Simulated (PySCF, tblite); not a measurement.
# C₂H₁₀B₂SSi: geometry, infrared bands and NMR shifts

Aim: predict the infrared bands and NMR shifts of C₂H₁₀B₂SSi (`BBS[SiH2]CC`).

Computed with tblite 0.8.0 and PySCF 2.14.0, with density-fitted response routines of our own, on a single molecule in the gas phase. Atoms count from 0, in the outputs and in this text.

### Step 1. The molecule as given

16 atoms, charge 0, multiplicity 1; geometry from: force field or distance geometry start.

Bonds of the start (Å): B0–B1 1.65, B1–S2 1.88, S2–Si3 2.16, Si3–C4 1.85, C4–C5 1.53, B0–H6 1.19, B0–H7 1.18, B1–H8 1.18, Si3–H9 1.47, Si3–H10 1.47, C4–H11 1.11, C4–H12 1.12, C5–H13 1.10, C5–H14 1.10, C5–H15 1.12.

### Step 2. Optimising the geometry with GFN2-xTB

Job settings and geometry (Å):

```
{"job": {"kind": "relax", "xc": "GFN2-xTB", "basis": "xTB"}, "charge": 0, "multiplicity": 1}
B      4.014500     0.470500     0.232900
B      2.631200    -0.391700    -0.042300
S      1.230500    -0.535900     1.205400
Si    -0.548400    -0.879100     0.028600
C     -1.577800     0.654600     0.120200
C     -3.009100     0.271500    -0.260300
H      3.898700     1.657400     0.274300
H      5.010200     0.065100    -0.264000
H      2.637800    -1.198600    -0.908700
H     -1.365700    -1.984000     0.543700
H     -0.138400    -1.209600    -1.344800
H     -1.527700     1.140200     1.117300
H     -1.174000     1.336100    -0.670900
H     -3.454000    -0.130900     0.658600
H     -3.038200    -0.429700    -1.104400
H     -3.597200     1.173200    -0.555500
```

The run is started by

```bash
$ OMP_NUM_THREADS=1 python probes_run.py task.json out
```

This one command runs all jobs of the session in turn.

Output:

```text
step      E/eV     max force
  0    -457.28455    1.818
  1    -457.46058    1.314
  2    -457.62009    0.795
  3    -457.66909    0.702
  4    -457.71765    0.394
  5    -457.72908    0.363
  6    -457.74922    0.366
  7    -457.76487    0.440
  8    -457.78509    0.417
  9    -457.80539    0.371
 10    -457.82589    0.346
 11    -457.84309    0.358
 12    -457.85722    0.342
 13    -457.86677    0.295
 14    -457.87439    0.296
 15    -457.88392    0.267
 16    -457.89637    0.323
 17    -457.90927    0.304
 18    -457.91863    0.235
 19    -457.92650    0.211
 20    -457.93476    0.291
 21    -457.94235    0.268
 22    -457.94949    0.240
 23    -457.95656    0.206
 24    -457.96419    0.223
 25    -457.97262    0.250
 26    -457.98106    0.263
 27    -457.98648    0.203
 28    -457.99372    0.197
 29    -458.00167    0.219
 30    -458.00907    0.191
 31    -458.01241    0.132
 32    -458.01429    0.119
 33    -458.01562    0.110
 34    -458.01736    0.132
 35    -458.01896    0.132
 36    -458.02016    0.098
 37    -458.02099    0.074
 38    -458.02179    0.089
 39    -458.02268    0.086
 40    -458.02352    0.068
 41    -458.02412    0.062
 42    -458.02451    0.045
 43    -458.02479    0.040
 44    -458.02507    0.045
 45    -458.02537    0.051
 46    -458.02572    0.044
 47    -458.02608    0.042
 48    -458.02644    0.048
 49    -458.02681    0.073
 50    -458.02720    0.079
 51    -458.02769    0.073
 52    -458.02833    0.072
 53    -458.02913    0.089
 54    -458.02994    0.082
 55    -458.03062    0.084
 56    -458.03118    0.066
 57    -458.03173    0.056
 58    -458.03226    0.053
 59    -458.03270    0.049
 60    -458.03306    0.045
 61    -458.03344    0.049
 62    -458.03389    0.062
 63    -458.03438    0.065
 64    -458.03478    0.048
 65    -458.03505    0.035
 66    -458.03525    0.043
 67    -458.03547    0.048
 68    -458.03572    0.057
 69    -458.03597    0.043
 70    -458.03617    0.036
 71    -458.03633    0.040
 72    -458.03650    0.042
 73    -458.03672    0.049
 74    -458.03699    0.037
 75    -458.03731    0.056
 76    -458.03770    0.064
 77    -458.03825    0.081
 78    -458.03897    0.096
 79    -458.03978    0.079
 80    -458.04028    0.045
 81    -458.04049    0.035
 82    -458.04064    0.038
 83    -458.04092    0.043
 84    -458.04123    0.038
 85    -458.04146    0.027
 86    -458.04160    0.022
 87    -458.04170    0.027
 88    -458.04179    0.022
 89    -458.04185    0.015
 90    -458.04188    0.014
 91    -458.04190    0.011
 92    -458.04192    0.011
 93    -458.04195    0.012
 94    -458.04198    0.017
 95    -458.04203    0.019
 96    -458.04208    0.017
 97    -458.04212    0.014
 98    -458.04217    0.017
 99    -458.04223    0.020
100    -458.04232    0.023
101    -458.04240    0.020
102    -458.04247    0.019
103    -458.04253    0.017
104    -458.04258    0.023
105    -458.04264    0.021
106    -458.04269    0.016
107    -458.04272    0.012
108    -458.04274    0.012
109    -458.04277    0.014
110    -458.04280    0.016
111    -458.04284    0.019
112    -458.04289    0.016
113    -458.04293    0.013
114    -458.04296    0.011
115    -458.04298    0.013
116    -458.04302    0.017
117    -458.04309    0.019
118    -458.04319    0.018
119    -458.04329    0.018
120    -458.04335    0.018
121    -458.04339    0.018
122    -458.04343    0.019
123    -458.04351    0.019
124    -458.04361    0.024
125    -458.04376    0.027
126    -458.04397    0.041
127    -458.04430    0.063
128    -458.04481    0.083
129    -458.04548    0.094
130    -458.04599    0.103
131    -458.04583    0.143
132    -458.04709    0.040
133    -458.04736    0.033
134    -458.04771    0.042
135    -458.04793    0.046
136    -458.04819    0.050
137    -458.04851    0.051
138    -458.04885    0.039
139    -458.04914    0.040
140    -458.04943    0.039
141    -458.04991    0.057
142    -458.05060    0.082
143    -458.05160    0.093
144    -458.05241    0.105
145    -458.05228    0.133
146    -458.05388    0.056
147    -458.05429    0.068
148    -458.05501    0.074
149    -458.05528    0.050
150    -458.05563    0.033
151    -458.05579    0.037
152    -458.05596    0.028
153    -458.05603    0.028
154    -458.05607    0.025
155    -458.05611    0.018
156    -458.05613    0.012
157    -458.05614    0.007
```

Wall time 2.8 s (1 thread of Intel Xeon at 2.50GHz, shared host); peak memory 0.18 GiB.

Along the way: (not every step is listed)

```tsv
step	energy from step 0 (eV)	largest force (eV/Å)
0	0.0000	1.8182
1	-0.1760	1.3139
2	-0.3355	0.7949
3	-0.3845	0.7017
4	-0.4331	0.3937
5	-0.4445	0.3633
6	-0.4647	0.3659
7	-0.4803	0.4401
8	-0.5005	0.4173
22	-0.6649	0.2402
36	-0.7356	0.0982
50	-0.7426	0.0785
64	-0.7502	0.0484
78	-0.7544	0.0965
92	-0.7574	0.0112
106	-0.7581	0.0157
120	-0.7588	0.0177
134	-0.7632	0.0416
148	-0.7705	0.0742
152	-0.7714	0.0278
153	-0.7715	0.0277
154	-0.7715	0.0248
155	-0.7716	0.0180
156	-0.7716	0.0124
157	-0.7716	0.0073
```

Close pairs (by a distance rule), those that changed most:

```tsv
bond	before (Å)	after (Å)	change (Å)
B1–S2	1.881	1.784	-0.097
Si3–C4	1.849	1.900	+0.051
C5–H15	1.116	1.088	-0.028
C4–H12	1.120	1.093	-0.026
B0–B1	1.653	1.634	-0.019
B0–H6	1.193	1.174	-0.019
C4–H11	1.110	1.093	-0.017
S2–Si3	2.160	2.171	+0.011
```

The final coordinates are the input of the step that follows.

### Step 3. Vibrational analysis with GFN2-xTB

Job settings and geometry (Å):

```
{"job": {"kind": "ir", "xc": "GFN2-xTB", "basis": "xTB"}, "charge": 0, "multiplicity": 1}
B      3.875507     0.472637    -0.029588
B      2.323081    -0.018710    -0.161009
S      1.438662    -0.782911     1.186577
Si    -0.546897    -1.147974     0.387083
C     -1.448338     0.505334     0.132917
C     -2.825604     0.334317    -0.499360
H      4.167313     1.564268     0.288262
H      4.783417    -0.224859    -0.286325
H      1.709363     0.105260    -1.160918
H     -1.161004    -1.971717     1.422015
H     -0.397056    -1.877654    -0.871970
H     -1.557503     1.012994     1.094824
H     -0.847754     1.168505    -0.495343
H     -3.454975    -0.300872     0.119034
H     -2.744936    -0.126321    -1.481074
H     -3.320875     1.296646    -0.615042
```

Output:

```text
mode    cm-1     km/mol
  1      42.0      0.62
  2      56.2      0.16
  3      82.9      1.81
  4     119.3      1.39
  5     140.4      3.01
  6     201.5      0.55
  7     220.4      0.27
  8     260.8      1.24
  9     277.9      1.84
 10     445.8     41.24
 11     473.6      1.79
 12     490.3     51.20
 13     579.0      3.58
 14     656.7     82.96
 15     694.6    207.20
 16     718.0    201.77
 17     732.9     55.64
 18     754.1     41.69
 19     758.4    241.83
 20     791.8     46.93
 21     897.1     33.06
 22     978.0      7.96
 23    1020.2      9.54
 24    1030.8     46.38
 25    1075.5     18.11
 26    1177.5     15.01
 27    1232.4      1.17
 28    1285.9      6.63
 29    1420.7      0.61
 30    1469.1      1.60
 31    1510.5      1.81
 32    1511.2      4.46
 33    2258.9    256.60
 34    2306.7    179.27
 35    2537.9     97.43
 36    2608.0    101.68
 37    2623.2    113.70
 38    2951.1     25.18
 39    2966.1     27.50
 40    3021.3     40.53
 41    3034.0     41.47
 42    3041.8     26.58
```

Run time: 1.7 s. Hardware: 1 thread of Intel Xeon at 2.50GHz, shared host; peak memory 0.18 GiB.

The strongest bands and the atoms that carry them (share of the mass-weighted mode):

```tsv
cm⁻¹	km/mol	atoms
695	207.2	H9 36 %, H10 35 %, C4 15 %
718	201.8	Si3 36 %, C4 28 %
758	241.8	H10 36 %, H9 30 %
2259	256.6	H10 95 %
2307	179.3	H9 96 %
2538	97.4	H8 92 %
2608	101.7	H6 61 %, H7 34 %
2623	113.7	H7 58 %, H6 31 %, B0 11 %
```

### Step 4. Nuclear shieldings: PBE0/pcSseg-1

Settings changed since step 3:

```diff
@@ -1,2 +1,2 @@
-{"job": {"kind": "ir", "xc": "GFN2-xTB", "basis": "xTB"}, "charge": 0, "multiplicity": 1}
+{"job": {"kind": "nmr", "xc": "PBE0", "basis": "pcSseg-1"}, "charge": 0, "multiplicity": 1}
 B      3.875507     0.472637    -0.029588
```

With the program's defaults for keys left out, this is: GIAO PBE0/pcSseg-1 NMR shielding, non-relativistic, gas phase.

Output:

```text
coarse grid: 13792 points
cycle   1  E = -819.0611331367  dE =  2.142e-01  |g| = 3.618e-01  |ddm| = 3.477e+00
cycle   2  E = -819.0572020203  dE =  3.931e-03  |g| = 3.951e-01  |ddm| = 7.626e-01
cycle   3  E = -819.0991640381  dE = -4.196e-02  |g| = 3.361e-02  |ddm| = 4.033e-01
cycle   4  E = -819.0994150099  dE = -2.510e-04  |g| = 1.704e-02  |ddm| = 5.952e-02
cycle   5  E = -819.0994908459  dE = -7.584e-05  |g| = 4.163e-03  |ddm| = 2.583e-02
cycle   6  E = -819.0994953397  dE = -4.494e-06  |g| = 9.994e-04  |ddm| = 6.682e-03
final grid: 122224 points
cycle   7  E = -819.1338932478  dE = -3.244e-05  |g| = 7.582e-03  |ddm| = 2.679e-02
cycle   8  E = -819.1338842221  dE =  9.026e-06  |g| = 9.457e-03  |ddm| = 1.561e-02
cycle   9  E = -819.1339084654  dE = -2.424e-05  |g| = 6.329e-04  |ddm| = 9.778e-03
cycle  10  E = -819.1339085893  dE = -1.240e-07  |g| = 1.786e-04  |ddm| = 1.158e-03
cycle  11  E = -819.1339085975  dE = -8.204e-09  |g| = 5.023e-05  |ddm| = 2.423e-04
cycle  12  E = -819.1339085982  dE = -7.101e-10  |g| = 1.281e-05  |ddm| = 6.321e-05
converged SCF energy = -819.1339085982

GIAO shielding tensors (ppm)
atom      isotropic    diamagn.    paramagn.     s11        s22        s33       span
  0 B       -4.731     193.438    -198.168   -119.507    -30.635    135.951    255.458
  1 B       15.669     199.610    -183.940    -74.549     -7.335    128.892    203.441
  2 S      515.981    1061.002    -545.021    225.166    504.034    818.744    593.578
  3 Si     366.271     881.042    -514.771    329.432    367.119    402.262     72.830
  4 C      174.017     254.710     -80.693    160.999    170.282    190.771     29.771
  5 C      176.807     244.937     -68.130    170.021    171.634    188.768     18.747
  6 H       21.911      28.529      -6.618     10.085     26.211     29.437     19.351
  7 H       21.889      28.616      -6.726     10.274     25.951     29.442     19.168
  8 H       22.942      32.191      -9.250     14.030     26.386     28.409     14.379
  9 H       26.926      30.022      -3.096     23.092     25.788     31.899      8.807
 10 H       26.941      30.407      -3.466     22.856     26.131     31.837      8.981
 11 H       30.543      32.659      -2.116     25.651     29.911     36.065     10.414
 12 H       30.577      34.295      -3.718     25.611     30.107     36.014     10.403
 13 H       30.771      28.075       2.696     26.071     29.058     37.183     11.111
 14 H       30.711      29.143       1.568     26.146     29.059     36.928     10.783
 15 H       30.209      27.526       2.682     25.106     27.616     37.904     12.799
```

Run time: 55 s. Hardware: 1 thread of Intel Xeon at 2.50GHz, shared host; peak memory 0.69 GiB.

The references, computed at this level on geometries of the same kind, shield at (ppm): ¹H TMS 31.72, ¹³C TMS 186.9, ²⁹Si TMS 349.2, ¹¹B BF3·OEt2 100.1, ³³S CS2 504. Their shielding less the atom's gives the shift. The references are single molecules in the gas phase. Atoms listed in one row are averaged.

```tsv
atoms	environment	σ (ppm)	δ (ppm)	δ scaled to CDCl3
C4	sp3 CH2 bonded to Si	174.0	12.9	10.7
C5	methyl carbon	176.8	10.1	8.0
H6, H7	hydrogen on a boron bonded to B	21.90	9.82	–
H8	hydrogen on a boron bonded to B, S	22.94	8.78	–
H9, H10	hydrogen on a silicon bonded to C, S	26.93	4.78	–
H11, H12	hydrogen on an sp3 CH2 bonded to Si	30.56	1.16	1.20
H13, H14, H15	hydrogen on a methyl carbon	30.56	1.15	1.19
B0	boron bonded to B, 2 H	-4.7	104.8	–
B1	boron bonded to B, S, H	15.7	84.4	–
S2	sulfur bonded to B, Si	516	-12	–
Si3	silicon bonded to C, S, 2 H	366.3	-17.1	–
```

The scaled column applies a straight-line fit of computed shieldings to shifts measured in CDCl3, with any fitted terms for Cl, Br or S neighbours (root-mean-square error 0.16 ppm for H, 1.9 ppm for C).

Charges from the same density, by scheme (e):

```tsv
atoms	Mulliken	IAO	Hirshfeld	ESP fit
B0	0.03	-0.05	0.09	0.40
B1	-0.09	-0.18	0.03	-0.06
S2	-0.38	-0.13	-0.10	-0.29
Si3	0.60	0.70	0.33	0.38
C4	-0.57	-0.53	-0.15	-0.01
C5	-0.29	-0.41	-0.12	-0.23
```

Mayer bond orders: B0–B1 1.06, B1–S2 1.28, S2–Si3 0.89, Si3–C4 0.92, C4–C5 1.05.

### Step 5. Outcome

| quantity | value |
| --- | --- |
| strongest single infrared mode (GFN2-xTB) | 2259 cm⁻¹, 257 km/mol |
| zero-point energy (GFN2-xTB) | 72.1 kcal/mol |
| ¹³C shifts against TMS (PBE0/pcSseg-1) | 12.9, 10.1 ppm |
| ¹H shifts against TMS (PBE0/pcSseg-1, means over atoms taken as alike) | 9.82, 8.78, 4.78, 1.16, 1.15 ppm |
| ¹¹B shifts against BF3·OEt2 (PBE0/pcSseg-1) | 104.8, 84.4 ppm |
| ³³S shifts against CS2 (PBE0/pcSseg-1) | -12 ppm |
| ²⁹Si shifts against TMS (PBE0/pcSseg-1) | -17.1 ppm |

In words: Over 157 steps the energy fell by 0.772 eV; of the close pairs, B1–S2 changed most, 1.881 to 1.784 Å. All 42 modes are real, so the xTB geometry is a minimum. The strongest single mode, at 2259 cm⁻¹, moves mainly H10. Unscaled tight-binding wavenumbers are off by several per cent, some by more. Its intensities can rank the bands wrongly. At PBE0/pcSseg-1: The widest tensor belongs to S2: span 594 ppm, with a paramagnetic part of -545 ppm.
